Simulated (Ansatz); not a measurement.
# CH₅NSSi: one species, many methods

Aim: compute CH₅NSSi with functionals from several rungs and with coupled cluster, and see how far each lands from CCSD(T) at the basis-set limit for the atomisation energy.

Program: Ansatz 0.2.0, Gaussian basis. Level of theory: functionals in def2-TZVPP, the program's frozen cores in correlated methods. These are calculated values, not measurements.

Levels to be run: LDA (SPW92), PBE-D4, revPBE-D4, BLYP-D4, r2SCAN-D4, B97M-V, PBE0-D4, B3LYP-D4, r2SCANh-D4, r2SCAN0-D4, HSE06-D4, BHLYP-D4, CAM-B3LYP-D4, LC-ωPBE, ωB97X-V, ωB97M-V, B2PLYP, PBE-QIDH; CCSD(T)/def2-SVP; CCSD(T)/def2-TZVPP; MP2/def2-QZVPP; extrapolation to the limit; RPA on PBE.

## 1. The geometry

The geometry comes from an earlier relaxation with PBE0-D4 in a triple-zeta def2 set; it is a stationary point, not always the lowest conformer.

SMILES `S[SiH]1CN1`, 9 atoms, charge 0, spin multiplicity 1.

Atoms are counted from 1 here; the program's logs count them from 0.

Bond lengths: S1–Si2 2.115 Å, S1–H5 1.344 Å, Si2–C3 1.826 Å, Si2–N4 1.701 Å, Si2–H6 1.479 Å, C3–N4 1.504 Å, C3–H7 1.088 Å, C3–H8 1.091 Å, N4–H9 1.008 Å. Angles: Si2–S1–H5 93.1°, S1–Si2–C3 128.1°, S1–Si2–N4 119.2°, S1–Si2–H6 107.2°, C3–Si2–N4 50.3°, C3–Si2–H6 119.7°, N4–Si2–H6 122.6°, Si2–C3–N4 60.6°, Si2–C3–H7 124.3°, Si2–C3–H8 117.9°, N4–C3–H7 114.1°, N4–C3–H8 117.0°, H7–C3–H8 112.6°, Si2–N4–C3 69.1°, Si2–N4–H9 131.1°, C3–N4–H9 118.6°.

## 2. LDA

This LDA is Slater exchange with PW92 correlation.

in.yaml reads:

```yaml
crystal:
  periodic: [false, false, false]
  atoms:
    - {symbol: S, position_ang: [-0.595647, 1.193278, -2.136825]}
    - {symbol: Si, position_ang: [0.344225, 0.663880, -0.317458]}
    - {symbol: C, position_ang: [0.422223, -0.979599, 0.473334]}
    - {symbol: N, position_ang: [-0.596681, 0.020386, 0.945674]}
    - {symbol: H, position_ang: [-1.534749, 0.239024, -2.015207]}
    - {symbol: H, position_ang: [1.429452, 1.641030, -0.084594]}
    - {symbol: H, position_ang: [-0.007047, -1.884838, 0.049576]}
    - {symbol: H, position_ang: [1.259257, -1.185797, 1.141218]}
    - {symbol: H, position_ang: [-0.632532, 0.246234, 1.927083]}
basis:
  gaussian: {orbitals: def2-TZVPP}
hamiltonian: {xc: lda}
output: {orbitals: {seedname: orbitals}}
```

Command:

```sh
$ ansatz run in.yaml --threads 2 --pin off --events-out ev --progress --plain --max-ram 4352MiB
```

After this run come: PBE-D4 (GGA); revPBE-D4 (GGA); BLYP-D4 (GGA); r2SCAN-D4 (meta-GGA); B97M-V (meta-GGA); PBE0-D4 (hybrid); B3LYP-D4 (hybrid); r2SCANh-D4 (hybrid); r2SCAN0-D4 (hybrid); HSE06-D4 (hybrid); BHLYP-D4 (hybrid); CAM-B3LYP-D4 (range-separated); LC-ωPBE (range-separated); ωB97X-V (range-separated); ωB97M-V (range-separated); B2PLYP (double hybrid); PBE-QIDH (double hybrid); CCSD(T) in def2-SVP; CCSD(T) in def2-TZVPP; MP2 in def2-QZVPP; RPA on PBE orbitals.

Before running them: what should the planned runs give, taken together? Wanted: atomisation energy, CCSD(T)/CBS; farthest beyond LDA; mean size of error, GGA; mean size of error, meta-GGA; mean size of error, hybrid; mean size of error, range-separated; mean size of error, double hybrid; gap, smallest and largest; T1 diagnostic.

**Answer**, as computed:

| quantity | value |
| --- | --- |
| atomisation energy, CCSD(T)/CBS | 3054.9 kJ/mol |
| functionals within 15.3 kJ/mol (0.5 %) | revPBE-D4, BLYP-D4, r2SCAN-D4, PBE0-D4, B3LYP-D4, r2SCANh-D4, HSE06-D4, CAM-B3LYP-D4 |
| farthest beyond LDA | BHLYP-D4 (-96.8 kJ/mol) |
| mean size of error, GGA | 26.4 kJ/mol |
| mean size of error, meta-GGA | 15.8 kJ/mol |
| mean size of error, hybrid | 29.3 kJ/mol |
| mean size of error, range-separated | 18.3 kJ/mol |
| mean size of error, double hybrid | 34.3 kJ/mol |
| gap, smallest and largest | 4.84 eV (BLYP-D4), 11.95 eV (LC-ωPBE) |
| T1 diagnostic | 0.0120 |
| triples share of the correlation energy | 4.3 % |

LDA overbinds by 469.7 kJ/mol (15 %). PBE-D4 is off by +68.3 kJ/mol. Double hybrids carry the basis error of their MP2 part in triple zeta, and no dispersion term here, so their miss is partly the set-up's. Taken by rung, meta-GGA functionals do best (15.8 kJ/mol on average) and double hybrid ones worst beyond LDA (34.3 kJ/mol). The gap between the best rungs is small, so their order is not settled. The reference freezes the cores and leaves out relativity and excitations past (T), so misses under about 15.3 kJ/mol can't be ranked. Hartree-Fock recovers 69 % of the binding; the rest is correlation. CCSD(T) in def2-SVP is off by -252.3 kJ/mol, more than most functionals: a good method in a small basis is no reference. Orbital gaps span 4.8 to 12.0 eV; exact exchange widens them.
